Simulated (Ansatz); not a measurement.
# C: energy and stress against strain

Aim: for C, see how energy and stress answer to the strain pattern (1, -1, 0, 0, 0, 0).

Computed with Ansatz 0.2.0 (DFT r2SCAN, scalar-relativistic, plane waves, PAW, unless a step's input says otherwise).

## 1. Starting point

The structure is cubic, space group Fd-3m (No. 227). Conventional cell: a = 3.567 Å, b = 3.567 Å, c = 3.567 Å, α = 90.00°, β = 90.00°, γ = 90.00°. C (site symmetry -43m) is surrounded by 4 C at 1.54 Å.

Coordinates:

```
CELL_PARAMETERS angstrom
0.00000 1.78340 1.78340
1.78340 0.00000 1.78340
1.78340 1.78340 0.00000
ATOMIC_POSITIONS crystal
C 0.50000 0.50000 0.50000
C 0.75000 0.75000 0.75000
```

No relaxation comes first: the listed cell is the starting point.

## 2. The reference cell

The reference gives a free energy of -503.1111 eV, pressure -2.44 GPa, largest force 0.000 eV/Å and gap on the mesh 4.37 eV. It was computed beforehand with the settings of the runs below.

## 3. Setting up energy and stress against strain

The cell is strained by ε times the Voigt pattern (1, -1, 0, 0, 0, 0) (xx, yy, zz, yz, xz, xy; engineering shear), with fractional coordinates fixed (clamped ions). The stress on the pattern is the sum of the stress components weighted by it, tension positive.

## 4. At ε = -0.1500

The input, input.yaml:

```yaml
crystal:
  lattice:
    - [0.0, 2.05091, 1.7834]
    - [1.51589, 0.0, 1.7834]
    - [1.51589, 2.05091, 0.0]
  atoms:
    - { symbol: C, position: [0.5, 0.5, 0.5] }
    - { symbol: C, position: [0.75, 0.75, 0.75] }
basis:
  ecutwfc: 500
kpoints:
  mp_grid: { grid: [12, 12, 12] }
hamiltonian:
  xc: r2scan
scf:
  occupations: { method: gaussian, width: 0.05 }
output:
  forces: true
  stress: true
  eigenvalues: true
```

The run is started by

```bash
$ ansatz run input.yaml --threads 1 --pin off --max-ram 2560MiB --backend cpu --events-out ev --progress --plain --runs-dir out
```

Output, cut to the lines that bear on the results:

```text
Warning: RAYON_NUM_THREADS=1 ignored (pool sized by the plan → 1); use --threads N
[...]
Pseudopotentials: kind: paw
Pseudopotential: C, paw, valence charge 4, recommended cutoff 500 eV (meta_gga), C.paw.azcp
Functional definition: r2SCAN
[...]
Crystal: 2 atoms, lattice volume = 11.089 Å³
Basis set: ecut = 500 eV, 281 PW (Γ), exchange–correlation on 80×72×80 points (64 copies of the dense FFT grid, shifted against one another)
Bands: 8, of which v1, the nominal top of the filled ones, is band 4 counted from 1 (3 counted from 0)
Symmetry: 8 space group operations
Space group: Fddd (ITA 70), of the structure as read, at distance tolerance 2.2e-5 Å
k-points: 280 of 1728
[...]
SCF iter   1: F=—  HF=-501.499879 eV  |F-HF|=—  |Δ(HF+E_count)|=         —  Δρ=9.04e-3  dr2=2.34e-3  dr2_τ=3.77e-1  ethr=1.77e-3  ⟨swp⟩=5.1  Hψ=15076  notcnv=0
[...]
SCF iter   6: F=-501.562133 eV  HF=-501.562133 eV  |F-HF|=7.00e-9  |Δ(HF+E_count)|=   3.48e-7  Δρ=1.89e-5  dr2=1.18e-8  dr2_τ=1.73e-9  ethr=1.25e-9  ⟨swp⟩=5.2  Hψ=11267  notcnv=0
[...]
SCF converged after 6 iterations
Free energy (F): -501.562133 eV
[...]
E sigma→0 (E₀):  -501.562084 eV
Entropy (-TS):   -0.000098 eV (-0.049 meV/atom)
Fermi energy:    15.173781 eV
[...]
--- Forces (eV/Å), atoms counted from 1 ---
  atom   1  C      0.00000000    -0.00000000     0.00000000
  atom   2  C      0.00000000     0.00000000    -0.00000000
[...]
--- Stress (GPa, compression-positive) ---
      133.969834       0.000000      -0.000000
        0.000000    -152.775053      -0.000000
       -0.000000      -0.000000      50.938543
  P = ⅓ Tr σ = 10.7111 GPa (107.111 kbar)
--- Band table (eV; the first three rows and the last of 280) ---
  k-point 0: bands = ["-9.1709", "11.0417", "14.4638", "15.9464", "18.4205", "20.5408", "22.3849", "26.0496"]
[...]
```

It took 12 s on 1 thread of Intel Xeon at 2.50GHz (Skylake/Cascade Lake), shared host; peak memory 0.35 GiB.

## 5. At ε = 0.1125

input.yaml: that of step 4 with these lines changed.

```diff
@@ -2,5 +2,5 @@
   lattice:
-    - [0.0, 2.05091, 1.7834]
-    - [1.51589, 0.0, 1.7834]
-    - [1.51589, 2.05091, 0.0]
+    - [0.0, 1.5827675, 1.7834]
+    - [1.9840325, 0.0, 1.7834]
+    - [1.9840325, 1.5827675, 0.0]
   atoms:
```

The run is started by

```bash
$ ansatz run input.yaml --threads 1 --pin off --max-ram 2560MiB --backend cpu --events-out ev --progress --plain --runs-dir out
```

Output, cut to the lines that bear on the results:

```text
Warning: RAYON_NUM_THREADS=1 ignored (pool sized by the plan → 1); use --threads N
[...]
[... 3 set-up lines as earlier in the session ...]
[...]
Crystal: 2 atoms, lattice volume = 11.201 Å³
Basis set: ecut = 500 eV, 297 PW (Γ), exchange–correlation on 72×80×80 points (64 copies of the dense FFT grid, shifted against one another)
Bands: 8, of which v1, the nominal top of the filled ones, is band 4 counted from 1 (3 counted from 0)
[... 2 set-up lines as earlier in the session ...]
k-points: 280 of 1728
[...]
SCF iter   1: F=—  HF=-502.175077 eV  |F-HF|=—  |Δ(HF+E_count)|=         —  Δρ=8.48e-3  dr2=2.14e-3  dr2_τ=3.81e-1  ethr=1.77e-3  ⟨swp⟩=5.1  Hψ=15070  notcnv=0
[...]
SCF iter   6: F=-502.234024 eV  HF=-502.234024 eV  |F-HF|=3.79e-9  |Δ(HF+E_count)|=   3.81e-7  Δρ=1.32e-5  dr2=5.88e-9  dr2_τ=8.81e-10  ethr=1.25e-9  ⟨swp⟩=5.4  Hψ=11332  notcnv=0
[...]
SCF converged after 6 iterations
Free energy (F): -502.234024 eV
[...]
E sigma→0 (E₀):  -502.234010 eV
Entropy (-TS):   -0.000028 eV (-0.014 meV/atom)
Fermi energy:    15.238339 eV
[...]
--- Forces (eV/Å), atoms counted from 1 ---
  atom   1  C      0.00000000     0.00000000     0.00000000
  atom   2  C      0.00000000     0.00000000     0.00000000
[...]
--- Stress (GPa, compression-positive) ---
     -116.295007       0.000000       0.000000
        0.000000     104.233945       0.000000
        0.000000       0.000000      26.602344
  P = ⅓ Tr σ = 4.8471 GPa (48.471 kbar)
--- Band table (eV; the first three rows and the last of 280) ---
  k-point 0: bands = ["-9.2602", "11.5873", "13.9535", "15.2108", "18.3638", "19.9373", "21.3517", "26.6813"]
[...]
```

Wall time 12 s (1 thread of Intel Xeon at 2.50GHz (Skylake/Cascade Lake), shared host); peak memory 0.35 GiB.

## 6. At ε = -0.0750

input.yaml: that of step 5 with these lines changed.

```diff
@@ -2,5 +2,5 @@
   lattice:
-    - [0.0, 1.5827675, 1.7834]
-    - [1.9840325, 0.0, 1.7834]
-    - [1.9840325, 1.5827675, 0.0]
+    - [0.0, 1.917155, 1.7834]
+    - [1.649645, 0.0, 1.7834]
+    - [1.649645, 1.917155, 0.0]
   atoms:
```

The run is started by

```bash
$ ansatz run input.yaml --threads 1 --pin off --max-ram 2560MiB --backend cpu --events-out ev --progress --plain --runs-dir out
```

Output, cut to the lines that bear on the results:

```text
[...]
SCF converged after 6 iterations
Free energy (F): -502.720304 eV
[...]
E sigma→0 (E₀):  -502.720304 eV
Fermi energy:    15.271298 eV
[...]
--- Forces (eV/Å), atoms counted from 1 ---
  atom   1  C     -0.00000000     0.00000000     0.00000000
  atom   2  C      0.00000000     0.00000000    -0.00000000
[...]
--- Stress (GPa, compression-positive) ---
       69.629989       0.000000      -0.000000
        0.000000     -77.842009      -0.000000
       -0.000000      -0.000000      10.428711
  P = ⅓ Tr σ = 0.7389 GPa (7.389 kbar)
--- Band table (eV; the first three rows and the last of 280) ---
  k-point 0: bands = ["-9.3291", "12.1382", "13.5832", "14.5301", "18.4725", "19.5074", "20.4706", "26.9593"]
[...]
```

Run time: 13 s. Hardware: 1 thread of Intel Xeon at 2.50GHz (Skylake/Cascade Lake), shared host; peak memory 0.35 GiB.

## 7. Point ε = 0.0375

input.yaml: that of step 6 with these lines changed.

```diff
@@ -2,5 +2,5 @@
   lattice:
-    - [0.0, 1.917155, 1.7834]
-    - [1.649645, 0.0, 1.7834]
-    - [1.649645, 1.917155, 0.0]
+    - [0.0, 1.7165225, 1.7834]
+    - [1.8502775, 0.0, 1.7834]
+    - [1.8502775, 1.7165225, 0.0]
   atoms:
```

The run is started by

```bash
$ ansatz run input.yaml --threads 1 --pin off --max-ram 2560MiB --backend cpu --events-out ev --progress --plain --runs-dir out
```

Output, cut to the lines that bear on the results:

```text
Warning: RAYON_NUM_THREADS=1 ignored (pool sized by the plan → 1); use --threads N
[...]
[... 3 set-up lines as earlier in the session ...]
[...]
Crystal: 2 atoms, lattice volume = 11.328 Å³
Basis set: ecut = 500 eV, 291 PW (Γ), exchange–correlation on 80×80×80 points (64 copies of the dense FFT grid, shifted against one another)
Bands: 8, of which v1, the nominal top of the filled ones, is band 4 counted from 1 (3 counted from 0)
[... 2 set-up lines as earlier in the session ...]
k-points: 280 of 1728
[...]
SCF iter   1: F=—  HF=-502.957201 eV  |F-HF|=—  |Δ(HF+E_count)|=         —  Δρ=8.75e-3  dr2=2.34e-3  dr2_τ=3.81e-1  ethr=1.77e-3  ⟨swp⟩=5.0  Hψ=14990  notcnv=0
[...]
SCF iter   6: F=-503.013206 eV  HF=-503.013206 eV  |F-HF|=7.89e-10  |Δ(HF+E_count)|=   1.74e-7  Δρ=5.36e-6  dr2=9.29e-10  dr2_τ=1.41e-10  ethr=1.25e-9  ⟨swp⟩=5.2  Hψ=11282  notcnv=0
[...]
SCF converged after 6 iterations
Free energy (F): -503.013206 eV
[...]
E sigma→0 (E₀):  -503.013206 eV
Fermi energy:    15.343999 eV
[...]
--- Forces (eV/Å), atoms counted from 1 ---
  atom   1  C     -0.00000000    -0.00000000    -0.00000000
  atom   2  C      0.00000000     0.00000000     0.00000000
[...]
--- Stress (GPa, compression-positive) ---
      -39.807975      -0.000000      -0.000000
       -0.000000      34.067524      -0.000000
       -0.000000      -0.000000       0.771724
  P = ⅓ Tr σ = -1.6562 GPa (-16.562 kbar)
--- Band table (eV; the first three rows and the last of 280) ---
  k-point 0: bands = ["-9.3707", "12.7042", "13.3614", "13.8932", "18.7425", "19.2520", "19.7435", "27.0447"]
[...]
```

Run time: 13 s. Hardware: 1 thread of Intel Xeon at 2.50GHz (Skylake/Cascade Lake), shared host; peak memory 0.36 GiB.

## 8. At ε = 0.1312

input.yaml: that of step 7 with these lines changed.

```diff
@@ -2,5 +2,5 @@
   lattice:
-    - [0.0, 1.7165225, 1.7834]
-    - [1.8502775, 0.0, 1.7834]
-    - [1.8502775, 1.7165225, 0.0]
+    - [0.0, 1.54941792, 1.7834]
+    - [2.01738208, 0.0, 1.7834]
+    - [2.01738208, 1.54941792, 0.0]
   atoms:
```

The run is started by

```bash
$ ansatz run input.yaml --threads 1 --pin off --max-ram 2560MiB --backend cpu --events-out ev --progress --plain --runs-dir out
```

Output, cut to the lines that bear on the results:

```text
[...]
SCF converged after 6 iterations
Free energy (F): -501.920713 eV
[...]
E sigma→0 (E₀):  -501.920654 eV
Entropy (-TS):   -0.000117 eV (-0.058 meV/atom)
Fermi energy:    14.993416 eV
[...]
--- Forces (eV/Å), atoms counted from 1 ---
  atom   1  C      0.00000000     0.00000000     0.00000000
  atom   2  C      0.00000000     0.00000000     0.00000000
[...]
--- Stress (GPa, compression-positive) ---
     -135.211503       0.000000       0.000000
        0.000000     120.508806       0.000000
        0.000000       0.000000      37.411801
  P = ⅓ Tr σ = 7.5697 GPa (75.697 kbar)
--- Band table (eV; the first three rows and the last of 280) ---
  k-point 0: bands = ["-9.2169", "11.3165", "14.1922", "15.5707", "18.3718", "20.2175", "21.8491", "26.4189"]
[...]
```

It took 13 s on 1 thread of Intel Xeon at 2.50GHz (Skylake/Cascade Lake), shared host; peak memory 0.35 GiB.

## 9. ε = 0.0937

input.yaml: that of step 8 with these lines changed.

```diff
@@ -2,5 +2,5 @@
   lattice:
-    - [0.0, 1.54941792, 1.7834]
-    - [2.01738208, 0.0, 1.7834]
-    - [2.01738208, 1.54941792, 0.0]
+    - [0.0, 1.61629542, 1.7834]
+    - [1.95050458, 0.0, 1.7834]
+    - [1.95050458, 1.61629542, 0.0]
   atoms:
```

The run is started by

```bash
$ ansatz run input.yaml --threads 1 --pin off --max-ram 2560MiB --backend cpu --events-out ev --progress --plain --runs-dir out
```

Output, cut to the lines that bear on the results:

```text
[...]
SCF converged after 6 iterations
Free energy (F): -502.501856 eV
[...]
E sigma→0 (E₀):  -502.501856 eV
Fermi energy:    15.249983 eV
[...]
--- Forces (eV/Å), atoms counted from 1 ---
  atom   1  C     -0.00000000    -0.00000000    -0.00000000
  atom   2  C      0.00000000     0.00000000     0.00000000
[...]
--- Stress (GPa, compression-positive) ---
      -96.993455      -0.000000      -0.000000
       -0.000000      87.023483       0.000000
       -0.000000       0.000000      17.660841
  P = ⅓ Tr σ = 2.5636 GPa (25.636 kbar)
--- Band table (eV; the first three rows and the last of 280) ---
  k-point 0: bands = ["-9.2980", "11.8617", "13.7493", "14.8632", "18.3976", "19.6997", "20.8905", "26.8550"]
[...]
```

Run time: 12 s. Hardware: 1 thread of Intel Xeon at 2.50GHz (Skylake/Cascade Lake), shared host; peak memory 0.35 GiB.

## 10. At ε = 0.0562

input.yaml: that of step 9 with these lines changed.

```diff
@@ -2,5 +2,5 @@
   lattice:
-    - [0.0, 1.61629542, 1.7834]
-    - [1.95050458, 0.0, 1.7834]
-    - [1.95050458, 1.61629542, 0.0]
+    - [0.0, 1.68317292, 1.7834]
+    - [1.88362708, 0.0, 1.7834]
+    - [1.88362708, 1.68317292, 0.0]
   atoms:
```

The run is started by

```bash
$ ansatz run input.yaml --threads 1 --pin off --max-ram 2560MiB --backend cpu --events-out ev --progress --plain --runs-dir out
```

Output, cut to the lines that bear on the results:

```text
[...]
SCF converged after 6 iterations
Free energy (F): -502.891442 eV
[...]
E sigma→0 (E₀):  -502.891442 eV
Fermi energy:    15.302268 eV
[...]
--- Forces (eV/Å), atoms counted from 1 ---
  atom   1  C      0.00000000     0.00000000     0.00000000
  atom   2  C     -0.00000000     0.00000000     0.00000000
[...]
--- Stress (GPa, compression-positive) ---
      -58.703605       0.000000       0.000000
        0.000000      51.919800       0.000000
        0.000000       0.000000       4.780657
  P = ⅓ Tr σ = -0.6677 GPa (-6.677 kbar)
--- Band table (eV; the first three rows and the last of 280) ---
  k-point 0: bands = ["-9.3534", "12.4200", "13.4535", "14.2062", "18.5882", "19.3578", "20.0871", "27.0167"]
[...]
```

Run time: 14 s. Hardware: 1 thread of Intel Xeon at 2.50GHz (Skylake/Cascade Lake), shared host; peak memory 0.35 GiB.

## 11. Point ε = 0.0187

input.yaml: that of step 10 with these lines changed.

```diff
@@ -2,5 +2,5 @@
   lattice:
-    - [0.0, 1.68317292, 1.7834]
-    - [1.88362708, 0.0, 1.7834]
-    - [1.88362708, 1.68317292, 0.0]
+    - [0.0, 1.75005042, 1.7834]
+    - [1.81674958, 0.0, 1.7834]
+    - [1.81674958, 1.75005042, 0.0]
   atoms:
```

The run is started by

```bash
$ ansatz run input.yaml --threads 1 --pin off --max-ram 2560MiB --backend cpu --events-out ev --progress --plain --runs-dir out
```

Output, cut to the lines that bear on the results:

```text
Warning: RAYON_NUM_THREADS=1 ignored (pool sized by the plan → 1); use --threads N
[...]
[... 3 set-up lines as earlier in the session ...]
[...]
Crystal: 2 atoms, lattice volume = 11.340 Å³
Basis set: ecut = 500 eV, 283 PW (Γ), exchange–correlation on 80×80×80 points (64 copies of the dense FFT grid, shifted against one another)
Bands: 8, of which v1, the nominal top of the filled ones, is band 4 counted from 1 (3 counted from 0)
[... 2 set-up lines as earlier in the session ...]
k-points: 280 of 1728
[...]
SCF iter   1: F=—  HF=-503.030871 eV  |F-HF|=—  |Δ(HF+E_count)|=         —  Δρ=8.82e-3  dr2=2.37e-3  dr2_τ=3.81e-1  ethr=1.77e-3  ⟨swp⟩=5.0  Hψ=14968  notcnv=0
[...]
SCF iter   6: F=-503.086712 eV  HF=-503.086712 eV  |F-HF|=8.15e-10  |Δ(HF+E_count)|=   1.73e-7  Δρ=5.42e-6  dr2=9.48e-10  dr2_τ=1.43e-10  ethr=1.25e-9  ⟨swp⟩=5.2  Hψ=11272  notcnv=0
[...]
SCF converged after 6 iterations
Free energy (F): -503.086712 eV
[...]
E sigma→0 (E₀):  -503.086712 eV
Fermi energy:    15.401273 eV
[...]
--- Forces (eV/Å), atoms counted from 1 ---
  atom   1  C      0.00000000     0.00000000     0.00000000
  atom   2  C      0.00000000     0.00000000     0.00000000
[...]
--- Stress (GPa, compression-positive) ---
      -20.979974       0.000000       0.000000
        0.000000      15.878669       0.000000
        0.000000       0.000000      -1.644507
  P = ⅓ Tr σ = -2.2486 GPa (-22.486 kbar)
--- Band table (eV; the first three rows and the last of 280) ---
  k-point 0: bands = ["-9.3812", "12.9942", "13.3059", "13.5863", "18.9365", "19.1885", "19.4359", "27.0565"]
[...]
```

It took 14 s on 1 thread of Intel Xeon at 2.50GHz (Skylake/Cascade Lake), shared host; peak memory 0.35 GiB.

## 12. The scan collected

Collected from the runs (energy zero: the undisturbed cell):

```
      ε  ΔE (meV/atom)  stress on the pattern (GPa)  pressure (GPa)  gap on the mesh (eV)
-0.1500          774.5                      -286.74            10.7                  0.00
-0.0750          195.4                      -147.47             0.7                  1.48
 0.0000            0.0                         0.00            -2.4                  4.37
 0.0187           12.2                        36.86            -2.2                  3.63
 0.0375           48.9                        73.88            -1.7                  2.90
 0.0562          109.8                       110.62            -0.7                  2.19
 0.0937          304.6                       184.02             2.6                  0.78
 0.1125          438.5                       220.53             4.8                  0.07
 0.1312          595.2                       255.72             7.6                  0.00
```

Not run, since symmetry makes them alike: 0.1500 repeats -0.1500, -0.1125 repeats 0.1125, 0.0750 repeats -0.0750, -0.0375 repeats 0.0375. Energy, pressure and gap are the same there.

Where the gap reads zero, the mesh chosen for the insulator is on the coarse side.

## 13. Summary of results

| quantity | value |
| --- | --- |
| slope of the stress at ε = 0, from the points at -0.0750, 0 and 0.0187 | 1970 GPa |

What this shows: The slope of the stress at zero strain, 1970 GPa, estimates C11 + C22 − 2 C12 with clamped ions in this Cartesian frame; letting the atoms relax could not make it stiffer. The step is wide, so higher orders mix in. The reference stands under -2.4 GPa, so this is no zero-stress constant. The undisturbed cell stays the lowest of the sampled points. The gap on the mesh, 4.37 eV at the start, reads zero at ε = -0.1500.
